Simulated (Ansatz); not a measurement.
# AlClFH₃Si: up Jacob's ladder to CCSD(T)

One table from this session's results is given with a row withheld; the runs are named, their logs left out.

Method: functionals in def2-TZVPP, the program's frozen cores in correlated methods; program: Ansatz 0.2.0, Gaussian basis.

Levels to be run: LDA (SPW92), PBE-D4, revPBE-D4, BLYP-D4, r2SCAN-D4, B97M-V, PBE0-D4, B3LYP-D4, r2SCANh-D4, r2SCAN0-D4, HSE06-D4, BHLYP-D4, CAM-B3LYP-D4, LC-ωPBE, ωB97X-V, ωB97M-V, B2PLYP, PBE-QIDH; CCSD(T)/def2-SVP; CCSD(T)/def2-TZVPP; CCSD(T)/def2-QZVPP; extrapolation to the limit; RPA on PBE.

## The geometry

All runs share one geometry, relaxed beforehand with PBE0-D4 in a triple-zeta def2 set.

SMILES `[F][Al]([SiH3])[Cl]`, 7 atoms, charge 0, spin multiplicity 1.

Atoms are counted from 1 here; the program's logs count them from 0.

Bond lengths: F1–Al2 1.645 Å, Al2–Si3 2.432 Å, Al2–Cl4 2.088 Å, Si3–H5 1.488 Å, Si3–H6 1.488 Å, Si3–H7 1.486 Å. Angles: F1–Al2–Si3 119.9°, F1–Al2–Cl4 116.6°, Si3–Al2–Cl4 123.5°, Al2–Si3–H5 109.7°, Al2–Si3–H6 109.8°, Al2–Si3–H7 110.9°, H5–Si3–H6 108.4°, H5–Si3–H7 109.0°, H6–Si3–H7 109.0°.

Set-up of the first run:

Contents of in.yaml:

```yaml
crystal:
  periodic: [false, false, false]
  atoms:
    - {symbol: F, position_ang: [-0.456842, -2.434109, 0.809218]}
    - {symbol: Al, position_ang: [-0.779617, -1.076985, -0.062551]}
    - {symbol: Si, position_ang: [0.707232, 0.841758, 0.088398]}
    - {symbol: Cl, position_ang: [-2.489154, -1.118314, -1.261425]}
    - {symbol: H, position_ang: [2.075173, 0.453210, -0.349736]}
    - {symbol: H, position_ang: [0.781923, 1.311338, 1.498361]}
    - {symbol: H, position_ang: [0.222583, 1.955203, -0.768065]}
basis:
  gaussian: {orbitals: def2-TZVPP}
hamiltonian: {xc: lda}
output: {orbitals: {seedname: orbitals}}
```

Command:

```sh
ansatz run in.yaml --threads 2 --pin off --events-out ev --progress --plain --max-ram 32768MiB --backend cpu
```

Among the steps run: LDA; PBE-D4 (GGA); revPBE-D4 (GGA); BLYP-D4 (GGA); r2SCAN-D4 (meta-GGA); B97M-V (meta-GGA); PBE0-D4 (hybrid); B3LYP-D4 (hybrid); r2SCANh-D4 (hybrid); r2SCAN0-D4 (hybrid); HSE06-D4 (hybrid); BHLYP-D4 (hybrid); CAM-B3LYP-D4 (range-separated); LC-ωPBE (range-separated); ωB97X-V (range-separated); ωB97M-V (range-separated); B2PLYP (double hybrid); PBE-QIDH (double hybrid).

One table of the session follows, with a row left open; its other results are not shown here.

It belongs to the step «Orbital energies across the functionals». 

| functional | HOMO (eV) | LUMO (eV) | gap (eV) |
| --- | --- | --- | --- |
| LDA (SPW92) | -7.45 | -2.63 | 4.82 |
| PBE-D4 | ? | ? | ? |
| revPBE-D4 | -7.28 | -2.32 | 4.96 |
| BLYP-D4 | -7.19 | -2.27 | 4.92 |
| r2SCAN-D4 | -7.59 | -2.21 | 5.38 |
| B97M-V | -7.65 | -2.38 | 5.28 |
| PBE0-D4 | -8.48 | -1.68 | 6.80 |
| B3LYP-D4 | -8.27 | -1.85 | 6.42 |
| r2SCANh-D4 | -8.01 | -1.95 | 6.06 |
| r2SCAN0-D4 | -8.64 | -1.56 | 7.08 |
| HSE06-D4 | -8.08 | -2.04 | 6.04 |
| BHLYP-D4 | -9.51 | -0.86 | 8.65 |
| CAM-B3LYP-D4 | -9.76 | -0.67 | 9.09 |
| LC-ωPBE | -11.06 | 0.39 | 11.45 |
| ωB97X-V | -10.73 | 0.29 | 11.02 |
| ωB97M-V | -10.48 | 0.04 | 10.52 |

Estimate the missing values for PBE-D4.

**Answer.** HOMO (eV): -7.33; LUMO (eV): -2.42; gap (eV): 4.91. In the column «HOMO (eV)» it lies between LDA (SPW92) (-7.45) and revPBE-D4 (-7.28).
